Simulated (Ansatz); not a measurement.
# Mo2C (Pbcn): relaxation of the ions in Python

Where do the atoms of Mo2C (Pbcn) settle in the given cell? Aim: a relaxation of the ions, for Mo2C (Pbcn), run from a script.

Computed with Ansatz 0.2.0 through its Python package. Level of theory: DFT LDA, plane waves, PAW.

### 1 The structure

The structure is orthorhombic, space group Pbcn (No. 60). The conventional cell has a = 4.735 Å, b = 6.025 Å, c = 5.210 Å, α = 90.00°, β = 90.00°, γ = 90.00°. Around Mo (site symmetry 1) lie 3 C at 2.09 to 2.12 Å. C (site symmetry 2) is surrounded by 6 Mo at 2.09 to 2.12 Å.

No structure file is read: the coordinates are typed or built in the script.

### 2 Script

File relax.py:

```python
"""Ionic relaxation of Mo2C."""

import ansatz as az
from ase import Atoms
from ase.io import write
from ase.neighborlist import neighbor_list
import numpy as np

structure = (
    az.Lattice.of((4.735, 0.0, 0.0), (0.0, 6.025, 0.0), (0.0, 0.0, 5.21))
    .atom("Mo", (0.245, 0.125, 0.083))
    .atom("Mo", (0.255, 0.375, 0.583))
    .atom("Mo", (0.745, 0.375, 0.917))
    .atom("Mo", (0.755, 0.125, 0.417))
    .atom("Mo", (0.755, 0.875, 0.917))
    .atom("Mo", (0.745, 0.625, 0.417))
    .atom("Mo", (0.255, 0.625, 0.083))
    .atom("Mo", (0.245, 0.875, 0.583))
    .atom("C", (0.0, 0.375, 0.25))
    .atom("C", (0.5, 0.125, 0.75))
    .atom("C", (0.0, 0.625, 0.75))
    .atom("C", (0.5, 0.875, 0.25))
)

calculation = (
    structure.calculation()
    .functional("lda")
    .basis(510)
    .kpoints(5, 4, 5)
    .occupations("Methfessel-Paxton", width=0.05)
    .relax(force_tolerance=0.02, random_displacement=True, displacement_amplitude=0.15, displacement_seed=954)
    .density()
)
steps = []


def collect(event):
    if event["event"] == "relax_step":
        steps.append(event["data"])


result = calculation.session().plan().execute(on_event=collect)
summary = result.report
print("step   energy (eV)     max comp. (eV/A)  SCF")
for s in steps:
    print(f"{s['step']:4d} {s['lagrangian_ev']:15.5f} {s['allowed_force_max_ev_ang']:12.4f} {s['n_scf']:5d}")

first, last = steps[0], steps[-1]
symbols = [site.symbol for site in result.lattice.sites]
print(f"energy gained {first['lagrangian_ev'] - last['lagrangian_ev']:.4f} eV in {len(steps) - 1} steps")

relaxed = Atoms(symbols, positions=[site.position_ang for site in result.lattice.sites], cell=result.lattice.cell_ang, pbc=True)
write("relaxed.extxyz", relaxed, format="extxyz")

moved = np.linalg.norm(np.array(last["positions_ang"]) - np.array(first["positions_ang"]), axis=1)
print("displacement by atom (A):", " ".join(f"{s}:{d:.3f}" for s, d in zip(symbols, moved)))

final = Atoms(symbols, positions=last["positions_ang"], cell=result.lattice.cell_ang, pbc=True)
i, j, d = neighbor_list("ijd", final, 4.5)
print("neighbours within 1.1 times the shortest distance of each atom (A)")
for atom in range(len(final)):
    near = [m for m in np.argsort(d) if i[m] == atom]
    shell = [m for m in near if d[m] < 1.1 * d[near[0]]]
    print(f"{symbols[atom]}{atom} ({len(shell)}):", ", ".join(f"{symbols[j[m]]} {d[m]:.3f}" for m in shell))

for key in ("converged", "n_iterations", "n_electrons", "n_kpoints", "n_pw", "n_symmetry_ops", "free_energy_ev", "fermi_energy_ev"):
    print(f"{key:18s} {summary[key]}")

rho = result.density()
total = sum(ch.density_e_per_ang3 for ch in rho.channels[:2]) if len(rho.channels) < 3 else rho.channels[0].density_e_per_ang3
print("grid", rho.dims, "electrons", round(float(total.mean() * rho.cell_volume_ang3), 4))
print(f"density range {total.min():.4f} to {total.max():.4f} e/A^3")
print(np.array2string(total[:: max(rho.dims[0] // 8, 1), :: max(rho.dims[1] // 8, 1), 0], precision=3, suppress_small=True))
```

### 3 The calls as engine input

The package turns the script's settings into the engine's input:

```yaml
crystal:
  lattice:
    - [4.735, 0.0, 0.0]
    - [0.0, 6.025, 0.0]
    - [0.0, 0.0, 5.21]
  atoms:
    - { symbol: Mo, position: [0.245, 0.125, 0.083] }
    - { symbol: Mo, position: [0.255, 0.375, 0.583] }
    - { symbol: Mo, position: [0.745, 0.375, 0.917] }
    - { symbol: Mo, position: [0.755, 0.125, 0.417] }
    - { symbol: Mo, position: [0.755, 0.875, 0.917] }
    - { symbol: Mo, position: [0.745, 0.625, 0.417] }
    - { symbol: Mo, position: [0.255, 0.625, 0.083] }
    - { symbol: Mo, position: [0.245, 0.875, 0.583] }
    - { symbol: C, position: [0.0, 0.375, 0.25] }
    - { symbol: C, position: [0.5, 0.125, 0.75] }
    - { symbol: C, position: [0.0, 0.625, 0.75] }
    - { symbol: C, position: [0.5, 0.875, 0.25] }
basis:
  ecutwfc: 510.0
kpoints:
  mp_grid:
    grid: [5, 4, 5]
hamiltonian:
  xc: lda
scf:
  occupations:
    method: methfessel_paxton
    width: 0.05
relax:
  f_tol: 0.02
  random_displacement:
    amplitude: 0.15
    seed: 954
output:
  write_density: true
```

### 4 Launch

Command:

```bash
$ python relax.py
```

Q: Predict the main results. Wanted: free energy; moves of the relaxation; energy gained; last largest force component.

**Answer**, as computed:

| quantity | value |
| --- | --- |
| free energy | -39717.1210 eV (-3309.7601 eV/atom) |
| moves of the relaxation | 4 |
| energy gained | 145.4 meV/atom |
| last largest force component | 0.0072 eV/Å |

What this shows: After 4 moves the largest shift is 0.175 Å, of atom 7 (Mo). The script had first distorted the structure, so the gain undoes that, in part or whole. Within 0.02 Å the atoms end in space group Pbcn, from P1 at the start. Reading the output:
- For a metal this k-point mesh is coarse: on a finer one energies can move by several to tens of meV an atom and pressures by half a GPa or more, differences at one mesh by less.
- An absolute Fermi energy rests on an arbitrary zero of the periodic potential and has no direct meaning.
- Energies along a relaxation are free energies. A last row that repeats the one before re-solves the same geometry more tightly.
- The first row is the displaced cell, and groups found at tight tolerances show what the force threshold leaves of the kick.
- The fields are valence quantities on the plane-wave grid; their values near the nuclei depend on the potentials.
